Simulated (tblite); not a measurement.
# C5H12GeO2: the cost of one run

The runs use tblite 0.8.0 and PySCF 2.14.0, with density-fitted response routines of our own; the level of theory stands in each step. All values are computed, except where a source is named. Atoms are numbered from 0 throughout.

## Step 1: The starting structure

20 atoms, charge 0, multiplicity 1; geometry from: force field or distance geometry start.

Bonds of the start (Å): C0–C1 1.48, C1–C2 1.51, C1–C3 1.51, C3–C4 1.47, C4–O5 1.37, O5–Ge6 1.81, Ge6–O7 1.79, O7–C3 1.38, C0–H8 1.09, C0–H9 1.12, C0–H10 1.11, C1–H11 1.12, C2–H12 1.13, C2–H13 1.11, C2–H14 1.12, C3–H15 1.12, C4–H16 1.12, C4–H17 1.13, Ge6–H18 1.54, Ge6–H19 1.54.

## Step 2: Relaxing the molecule with GFN2-xTB

Job settings and geometry (Å):

```
{"job": {"kind": "relax", "xc": "GFN2-xTB", "basis": "xTB"}, "charge": 0, "multiplicity": 1}
C     -1.133000     1.224700    -0.521200
C     -1.041300    -0.201800    -0.121800
C     -2.028900    -0.570200     0.961800
C      0.362200    -0.684100     0.166200
C      1.153700    -0.518500    -1.056100
O      1.862400     0.648900    -1.083100
Ge     2.509300     0.535700     0.606700
O      0.981400    -0.126200     1.264800
H     -0.239400     1.645000    -0.990600
H     -1.950600     1.280300    -1.279000
H     -1.385800     1.848500     0.363900
H     -1.355800    -0.799500    -1.020600
H     -3.035300    -0.217300     0.601500
H     -2.056100    -1.677700     1.082900
H     -1.813700    -0.102100     1.950900
H      0.270400    -1.780700     0.386400
H      0.459300    -0.528800    -1.934500
H      1.891200    -1.370700    -1.131800
H      2.893700     1.903800     1.188900
H      3.651300    -0.498500     0.561700
```

Run with:

```
OMP_NUM_THREADS=1 python probes_run.py task.json out
```

One launch serves the whole session: the jobs run in the order shown.

Q: Estimate the wall time and peak memory of this first job on 1 thread of Intel Xeon at 2.50GHz, shared host.

About 2.3 s, with a peak of 0.18 GiB.
